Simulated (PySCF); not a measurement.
Set up this calculation in PySCF 2.14.0, as a Python script.

```
Task                                       : MP2 correlation energy
Functional                                 : HF
Potentials or basis                        : 6-31g* (all-electron)
k mesh                                     : 1 × 1 × 1
Occupations                                : fixed
Spin                                       : no spin polarisation
Exponents discarded below (exp_to_discard) : 0 1/bohr^2
Frozen core bands                          : 10
conv_tol                                   : 1e-08 Ha
max_cycle                                  : 60
exxdiv                                     : ewald
Relativity                                 : none
Coulomb method                             : Gaussian density fitting (GDF)
Three-centre integrals                     : read from an earlier run's file
```

The structure of SCuH lies in POSCAR:

```
CuHS
1.0
   12.0000000000      0.0000000000      0.0000000000
    0.0000000000     11.0000000000      0.0000000000
    0.0000000000      0.0000000000     11.0000000000
S Cu H
1 1 1
Direct
    0.4375458300      0.5601954500      0.4722909100
    0.5893291700      0.5152863600      0.5595545500
    0.4128375000      0.4436227300      0.4466272700
```

The input as run:

run.py

```python
import json
import numpy as np
from pyscf.pbc import gto, scf, dft, df

cell = gto.Cell()
cell.basis = '6-31g*'
cell.fromfile('POSCAR', format='poscar')
cell.exp_to_discard = 0
cell.precision = 1e-08
cell.max_memory = 2520  # MB
cell.verbose = 4
cell.build()

res = {}
kpts = cell.make_kpts([1, 1, 1])
mf = scf.KRHF(cell, kpts, exxdiv='ewald')
mf = mf.density_fit()
mf.with_df._cderi = 'cderi.h5'  # three-centre integrals saved by an earlier run on this cell, basis and mesh
mf.conv_tol = 1e-08
mf.max_cycle = 60

mf.kernel()
res.update(converged=bool(mf.converged), e_tot=mf.e_tot, nelec=cell.nelectron, nao=cell.nao, mesh=list(map(int, cell.mesh)), a=cell.lattice_vectors().tolist(), coords=cell.atom_coords().tolist(),
           mo_energy=[np.real(x).tolist() for x in mf.mo_energy], mo_occ=[np.real(x).tolist() for x in mf.mo_occ])
import h5py
print('fit functions by k pair:', sorted({v['0'].shape[0] for v in h5py.File(mf.with_df._cderi)['j3c'].values()}))
res.update(kpts=cell.get_scaled_kpts(kpts).tolist())
res['parts'] = {k: float(np.real(v)) for k, v in mf.scf_summary.items() if np.isscalar(v)}
json.dump(res, open('results.json', 'w'))
if not mf.converged:
    raise SystemExit('SCF not converged')

print('levels (eV)')
for i, kp in enumerate(res['kpts'][:40]):
    print('k %7.4f %7.4f %7.4f  ' % tuple(kp), ' '.join('%.3f' % (x * 27.211386) for x in res['mo_energy'][i][:28]))

# Mulliken populations
dm, s = np.asarray(mf.make_rdm1()), np.asarray(mf.get_ovlp())
sites = cell.aoslice_by_atom()[:, 2:]
tot = np.einsum('kij,kji->i', dm, s).real / len(kpts)
res['mulliken'] = [cell.atom_charge(i) - tot[a0:a1].sum() for i, (a0, a1) in enumerate(sites)]
print('Mulliken charges', np.round(res['mulliken'], 5))

from pyscf.pbc import mp
pt = mp.KMP2(mf, frozen=10)
pt.kernel(with_t2=False)
res.update(e_corr=pt.e_corr, e_ss=getattr(pt, 'e_corr_ss', None), e_os=getattr(pt, 'e_corr_os', None))
res['done'] = True
json.dump(res, open('results.json', 'w'))
```

Potentials or basis: 6-31g* (all-electron).

Run with:

```bash
$ OMP_NUM_THREADS=2 python -u run.py > log
```

It gave:

```yaml
Gap_between_the_frontier_levels: 8.93 eV
Mulliken_charges: S -0.55; Cu +0.48; H +0.07 e
MP2_correlation_energy_per_cell: -12.565 eV
```

Caveat: the basis is small and the box finite, so much correlation energy is missing and levels can be off by tenths of an eV; Mulliken charges move with the basis; this is a molecule in a periodic box at the Γ point, so its band gap is the HOMO-LUMO gap; total energy, band gap and charges are those of the mean-field reference; the basis of atomic orbitals isn't converged, which shifts pressures, moduli and gaps.

Run time: 6.6 s on 2 threads of Intel(R) Xeon(R) Processor @ 2.70GHz, with other jobs on the host, peak memory 1.7 GiB.
